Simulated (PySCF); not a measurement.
# RbLi at other levels of theory

Starting from one script, swap the method and compare what comes out for RbLi.

The runs use PySCF 2.14.0; method and basis as typed in the scripts.

2 further runs of the same task are left out: 2 that didn't finish.

### Step 1. Where the work starts

RbLi: 2 atoms, charge 0, spin multiplicity 1.

Bond lengths: Rb1–Li2 3.011 Å.

### Step 2. Base script

Input file input.py:

```python
from pyscf import gto, scf, mp

mol = gto.M(
    atom='Rb 0 0 0; Li 0 0 3.011',
    basis='def2-tzvp',
    ecp={'Rb': 'def2-tzvp'},
    charge=0,
    spin=0,
    verbose=4,
)
mf = scf.RHF(mol)
mf.kernel()
mp.MP2(mf).kernel()
mf.dip_moment()
print('orbital energies (hartree):', mf.mo_energy[..., max(0, mol.nelec[1]-3):mol.nelec[0]+3].round(4))
```

Launch:

```
> OMP_NUM_THREADS=1 python input.py
```

### Step 3. EOM-IP

Run 1 changes step after the SCF: mp2 → eomip; number of roots: none → 5.

Edit input.py of step 2 so:

```diff
@@ -1,2 +1,2 @@
-from pyscf import gto, scf, mp
+from pyscf import gto, scf, cc
 
@@ -12,3 +12,6 @@
 mf.kernel()
-mp.MP2(mf).kernel()
+mycc = cc.CCSD(mf)
+mycc.kernel()
+e = mycc.ipccsd(nroots=5)[0]
+print('roots (eV) =', (e*27.211386).round(3))
 mf.dip_moment()
```

### Step 4. ROHF

Run 2 changes SCF type: RHF → ROHF.

Edit input.py of step 2 so:

```diff
@@ -10,3 +10,3 @@
 )
-mf = scf.RHF(mol)
+mf = scf.ROHF(mol)
 mf.kernel()
```

### Step 5. Revtpss (RKS)

Run 3 changes functional: none (Hartree–Fock) → revtpss; SCF type: RHF → RKS; step after the SCF: mp2 → analyze.

Edit input.py of step 2 so:

```diff
@@ -1,2 +1,2 @@
-from pyscf import gto, scf, mp
+from pyscf import gto, dft
 
@@ -10,5 +10,5 @@
 )
-mf = scf.RHF(mol)
+mf = dft.RKS(mol, xc='revtpss')
 mf.kernel()
-mp.MP2(mf).kernel()
+mf.mulliken_pop()
 mf.dip_moment()
```

### Step 6. Geometry optimisation

Run 4 changes step after the SCF: mp2 → optimize.

Input file input.py:

```python
from pyscf import gto, scf
from pyscf.geomopt.geometric_solver import optimize

mol = gto.M(
    atom='Rb 0 0 0; Li 0 0 3.011',
    basis='def2-tzvp',
    ecp={'Rb': 'def2-tzvp'},
    charge=0,
    spin=0,
    verbose=4,
)
mf = scf.RHF(mol)
mf.kernel()
mol_eq = optimize(mf, maxsteps=30)
print('optimised geometry (angstrom)')
print(mol_eq.tostring('raw'))
print('orbital energies (hartree):', mf.mo_energy[..., max(0, mol.nelec[1]-3):mol.nelec[0]+3].round(4))
```

Before running it: what results should come out? Wanted: for each run, E(SCF); from base; gap; SCF dipole; after the SCF.

The runs gave:

```csv
run,E(SCF) (hartree),from base (eV),cycles,gap (eV),SCF dipole (D),after the SCF
base,-31.224604,0,9,4.26,4.45,MP2 correlation -3.212 eV
EOM-IP,-31.224604,0.0000,9,4.26,4.45,"CCSD correlation -3.735 eV, first root 4.61 eV"
ROHF,-31.224604,0.0000,9,n/a,4.45,MP2 correlation -3.212 eV
revtpss (RKS),-31.564533,not comparable,8,1.46,4.04,n/a
geometry optimisation,-31.224604,0.0000,9,4.26,n/a,"bond 3.692 Å, -0.252 eV"
```

SCF columns refer to the geometry typed in the script.

No change of the SCF energy comes from ROHF. A lower total energy from another functional means nothing by itself. The dearest run is “geometry optimisation”, at 5.6 s against 1.3 s.
